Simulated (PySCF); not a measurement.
NCGaFH, in a box:

```xyz
5
Lattice="12.0000 0.0000 0.0000 0.0000 13.0000 0.0000 0.0000 0.0000 12.0000" Properties=species:S:1:pos:R:3 pbc="T T T"
N     7.4824    4.7010    7.2133
C     6.9094    5.4936    6.6036
Ga    6.0086    6.8772    5.6018
F     4.5437    6.3048    4.8547
H     6.4475    8.3410    5.4217
```

Base run:

| Item | Value |
| --- | --- |
| Program | PySCF 2.14.0 |
| Functional | r2SCAN |
| Potentials or basis | pob-tzvp-rev2 (all-electron) |
| k mesh | 1 × 1 × 1 |
| Occupations | fixed |
| Spin | no spin polarisation |

Its results: gap between the frontier levels 5.91 eV.

Problem. After a change of settings the same cell gave: gap between the frontier levels 7.04 eV. Which change was it?
A. functional from r2SCAN to SOGGA11
B. functional from r2SCAN to B3LYP; dispersion from none to D3(OP)
C. functional from r2SCAN to HSE06

Solution. C.

HSE06 gives the wider gap, since exact exchange removes part of the self-interaction.

Caveats: this is a molecule in a periodic box at the Γ point, so its band gap is the HOMO-LUMO gap; relativity is left out, which matters for the heavier elements; the basis of atomic orbitals isn't converged, which shifts pressures, moduli and gaps; this program's HSE differs a little from the usual definition (some runs).

Runs at the PBE level aren't shown here.
